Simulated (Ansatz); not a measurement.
# Cu3Pt: the cost of one run

Program: Ansatz 0.2.0. Level of theory: DFT, r2SCAN, no spin polarisation, plane waves, PAW. These are calculated values, not measurements.

## (1) The structure

The structure is cubic, space group Pm-3m (No. 221). The conventional cell has a = 3.704 Å, b = 3.704 Å, c = 3.704 Å, α = 90.00°, β = 90.00°, γ = 90.00°. Pt (site symmetry m-3m) is surrounded by 12 Cu at 2.62 Å. Cu (site symmetry 4/mmm) has 4 Pt at 2.62 Å and 8 Cu at 2.62 Å as nearest neighbours.

The coordinates stand in the input below.

The first density is read from a saved solution for the starting cell.

## (2) Relaxing

Contents of input.yaml:

```yaml
crystal:
  lattice:
    - [3.704002, 0.0, 0.0]
    - [0.0, 3.704002, 0.0]
    - [0.0, 0.0, 3.704002]
  atoms:
    - { symbol: Pt, position: [0.0, 0.0, 0.0] }
    - { symbol: Cu, position: [0.0, 0.5, 0.5] }
    - { symbol: Cu, position: [0.5, 0.0, 0.5] }
    - { symbol: Cu, position: [0.5, 0.5, 0.0] }
  symmetry: { tolerance: 0.0003 }
kpoints:
  mp_grid: { grid: [8, 8, 8], shift: [0, 0, 0] }
magnetization:
  spin_polarized: false
scf:
  occupations: { method: fermi_dirac, width: 0.013 }
  lower_state_search: "off"
hamiltonian:
  pseudopotentials: { kind: paw }
  xc: r2scan
basis:
  ecutwfc: 500
  fft_grid_basis: typed
relax:
  max_steps: 60
  cell: { p_target: 0.0 }
  f_tol: 0.03
output:
  forces: true
  stress: true
  eigenvalues: true
  bader: true
  populations: true
  elf: true
  write_potential: true
  volumetric_format: npy
  dos:
    e_range: [-12, 8]
    de: 0.05
    projected: { site_lists: { Cu: [Cu], Pt: [Pt] } }
checkpoint:
  read: saved_state
```

Started as:

```
> ansatz run input.yaml --threads 2 --pin off --max-ram 2560MiB --backend cpu --events-out ev --progress --plain --runs-dir out
```

Q: Estimate wall time and peak memory on 2 threads of Arm Neoverse N1, shared host.

About 69 s, with a peak of 0.53 GiB.
